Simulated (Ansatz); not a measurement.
# Y: pressure up to the limit of the methods

How does Y (dhcp type) answer strong compression? The runs shown use PAW. Its runs: cell relaxed at zero pressure (PAW); volume scaled by 1 (PAW and PAW (partial_waves polarizable)); shape and atoms relaxed at 0.9 of the volume (PAW); volume scaled by 0.9 (PAW); shape and atoms relaxed at 0.6 of the volume (PAW); volume scaled by 0.6 (PAW and PAW (cutoff 250 eV)); shape and atoms relaxed at 0.5 of the volume (PAW); volume scaled by 0.5 (PAW and PAW (core large)); shape and atoms relaxed at 0.4 of the volume (PAW); volume scaled by 0.4 (PAW and PAW (cutoff 250 eV)).

Method: DFT PBE, with the methods named in each step, in Ansatz 0.2.0.

## (1) Starting point

The structure is hexagonal, space group P6_3/mmc (No. 194). The conventional cell has a = 3.604 Å, b = 3.604 Å, c = 11.713 Å, α = 90.00°, β = 90.00°, γ = 120.00°. Around Y (site symmetry -3m) lie 12 Y at 3.59 to 3.60 Å. Y (site symmetry -6m2) is surrounded by 12 Y at 3.59 to 3.60 Å.

Coordinates:

```
CELL_PARAMETERS angstrom
3.60404 0.00000 0.00000
-1.80202 3.12119 0.00000
0.00000 0.00000 11.71314
ATOMIC_POSITIONS crystal
Y 0.00000 0.00000 0.00000
Y 0.00000 0.00000 0.50000
Y 0.33333 0.66667 0.25000
Y 0.66667 0.33333 0.75000
```

Whether this phase is the stable one at these pressures isn't tested.

Atoms are numbered in the order of the input: Y1, Y2, Y3, Y4.

## (2) Cell relaxed at zero pressure, PAW

input.yaml reads:

```yaml
crystal:
  lattice:
    - [3.6040421749, 0.0, 0.0]
    - [-1.8020210874, 3.1211920798, 0.0]
    - [0.0, 0.0, 11.7131370683]
  atoms:
    - { symbol: "Y", position: [0.0, 0.0, 0.0] }
    - { symbol: "Y", position: [0.0, 0.0, 0.5] }
    - { symbol: "Y", position: [0.3333333333, 0.6666666667, 0.25] }
    - { symbol: "Y", position: [0.6666666667, 0.3333333333, 0.75] }
kpoints:
  mp_grid: { grid: [10, 10, 3] }
scf:
  occupations: { method: fermi_dirac, width: 0.08 }
hamiltonian:
  xc: pbe
  pseudopotentials: { kind: paw }
output:
  forces: true
  stress: true
relax:
  f_tol: 0.005
  max_steps: 40
  cell: {}
```

Started as:

```
> ansatz run input.yaml --threads 1 --pin off --max-ram 3072MiB --backend cpu --events-out ev --progress --plain --runs-dir out
```

Further steps of the session: Volume scaled by 1, PAW; Volume scaled by 1, PAW (partial_waves polarizable); Shape and atoms relaxed at 0.9 of the volume, PAW; Volume scaled by 0.9, PAW; Shape and atoms relaxed at 0.6 of the volume, PAW; Volume scaled by 0.6, PAW; Volume scaled by 0.6, PAW (cutoff 250 eV); Shape and atoms relaxed at 0.5 of the volume, PAW; Volume scaled by 0.5, PAW; Volume scaled by 0.5, PAW (core large); Shape and atoms relaxed at 0.4 of the volume, PAW; Volume scaled by 0.4, PAW; Volume scaled by 0.4, PAW (cutoff 250 eV).

What does the calculation give? Wanted: PAW pressure at 0.4 of the volume; fitted bulk modulus at zero pressure.

The runs gave:

```
                                         quantity      value
                PAW pressure at 0.4 of the volume  146.2 GPa
PAW (cutoff 250 eV) pressure at 0.4 of the volume  148.4 GPa
       fitted bulk modulus at zero pressure (PAW)     34 GPa
                          its pressure derivative       3.57
```

By PAW the pressure climbs to 146 GPa at 0.4 of the first volume. A third-order Birch-Murnaghan curve fits the range only roughly (B₀ = 34 GPa, B′ = 3.57, misfit at most 1.31 GPa). A fit over so wide a range leans to the high pressures, so B₀ can be off by several per cent. No all-electron run checks these rows here, and frozen cores can fail under such compression. The ions are at rest, and the electrons smeared by 0.08 eV.
